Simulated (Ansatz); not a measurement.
# InP2N3: the cost of one run

Program: Ansatz 0.2.0. Level of theory: DFT PBE, scalar-relativistic, plane waves, PAW. These are calculated values, not measurements.

### Step 1. Starting point

The structure is monoclinic, space group C2/m (No. 12). The conventional cell has a = 5.853 Å, b = 3.430 Å, c = 8.465 Å, α = 90.00°, β = 90.42°, γ = 90.00°. In (site symmetry 2/m) is surrounded by 6 N at 2.34 to 2.37 Å. P (site symmetry m) is surrounded by 6 N at 2.43 to 2.47 Å. N (site symmetry 2/m) is surrounded by 6 P at 2.43 to 2.46 Å. Around N (site symmetry m) lie 3 In at 2.34 to 2.37 Å.

Cell or atoms stand a little off a more symmetric structure (P-3m1 at a tolerance of 0.3 Å), so results at this geometry aren't those of that ideal crystal.

As a file:

```cif
data_structure
_symmetry_space_group_name_H-M 'P 1'
_symmetry_Int_Tables_number 1
_cell_length_a 3.3918
_cell_length_b 3.3918
_cell_length_c 8.4650
_cell_angle_alpha 90.367
_cell_angle_beta 90.367
_cell_angle_gamma 60.737
_cell_volume 84.95
loop_
_atom_site_label
_atom_site_type_symbol
_atom_site_fract_x
_atom_site_fract_y
_atom_site_fract_z
_atom_site_occupancy
In1 In 0.50000 0.50000 0.50000 1
P1 P 0.16105 0.16105 0.17101 1
P2 P 0.83895 0.83895 0.82899 1
N1 N 0.50000 0.50000 0.00000 1
N2 N 0.16920 0.16920 0.65457 1
N3 N 0.83080 0.83080 0.34543 1
```

Recipe of the guess: species swapped into a database cell of MgMn2O3 (C2/m, No. 12), with In on the Mg sites, P on the Mn sites and N on the O sites. The dimensions are guesses.

### Step 2. The guess as it stands, on a coarse mesh

File input.yaml:

```yaml
crystal:
  lattice:
    - [2.92640112, -1.71475409, 0.0]
    - [2.92640112, 1.71475409, 0.0]
    - [-0.06278341, 0.0, 8.46474473]
  atoms:
    - { symbol: In, position: [0.5, 0.5, 0.5] }
    - { symbol: P, position: [0.16105323, 0.16105323, 0.17100669] }
    - { symbol: P, position: [0.83894677, 0.83894677, 0.82899331] }
    - { symbol: "N", position: [0.5, 0.5, 0.0] }
    - { symbol: "N", position: [0.16920245, 0.16920245, 0.65456778] }
    - { symbol: "N", position: [0.83079755, 0.83079755, 0.34543222] }
basis:
  ecutwfc: 420
kpoints:
  mp_grid: { grid: [6, 6, 2] }
hamiltonian:
  xc: pbe
scf:
  occupations: { method: gaussian, width: 0.1 }
  lower_state_search: "off"
output:
  forces: true
  stress: true
  eigenvalues: true
```

The run is started by

```console
$ ansatz run input.yaml --threads 1 --pin off --max-ram 2560MiB --backend cpu --events-out ev --progress --plain --runs-dir out
```

What time and memory should one allow on 1 thread of Intel Xeon at 2.50GHz (Skylake/Cascade Lake), shared host?

About 5.8 s, with a peak of 0.38 GiB.
